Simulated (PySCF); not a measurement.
# C5H11PS2: the cost of one run

Programs: PySCF 2.14.0, with routines of our own; each step states its level. All values are computed. Atoms count from 0.

## 1. The starting structure

19 atoms, charge 0, multiplicity 1; geometry from: GFN2-xTB.

## 2. Magnetic properties: GIAO B3LYP/pcSseg-1

What the job is given:

```
{"job": {"kind": "mag", "xc": "B3LYP", "basis": "pcSseg-1", "isotopologues": 2}, "charge": 0, "multiplicity": 1}
C     -0.748852     2.411398     0.523110
C     -1.163118     1.227039     0.109070
P     -0.330307    -0.283650     0.676779
C     -1.688983    -1.315154     1.367313
S      1.164149    -0.035716     1.885901
C      0.053881    -1.148005    -0.923482
S      0.813457    -0.018737    -2.132434
C      2.500710     0.058967    -1.477340
H      0.083842     2.486030     1.207579
H     -1.207683     3.332907     0.204380
H     -1.983387     1.096325    -0.583901
H     -2.530026    -1.380167     0.680359
H     -2.008655    -0.862541     2.305455
H     -1.294654    -2.309769     1.575118
H     -0.867757    -1.508989    -1.381223
H      0.728310    -1.987136    -0.740795
H      2.964259    -0.920093    -1.564072
H      3.034464     0.781972    -2.084969
H      2.470547     0.384572    -0.442015
```

With the program's defaults for keys left out, this is: GIAO B3LYP/pcSseg-1 magnetisability, rotational g tensor and spin-rotation constants, non-relativistic, gas phase.

Launch:

```console
$ OMP_NUM_THREADS=1 python excited_run.py task.json out
```

One launch serves the whole session: the jobs run in the order shown.

Q: Estimate the wall time and peak memory of this first job on 1 thread of Arm Neoverse V1, shared host.

About 58 s, with a peak of 1 GiB.
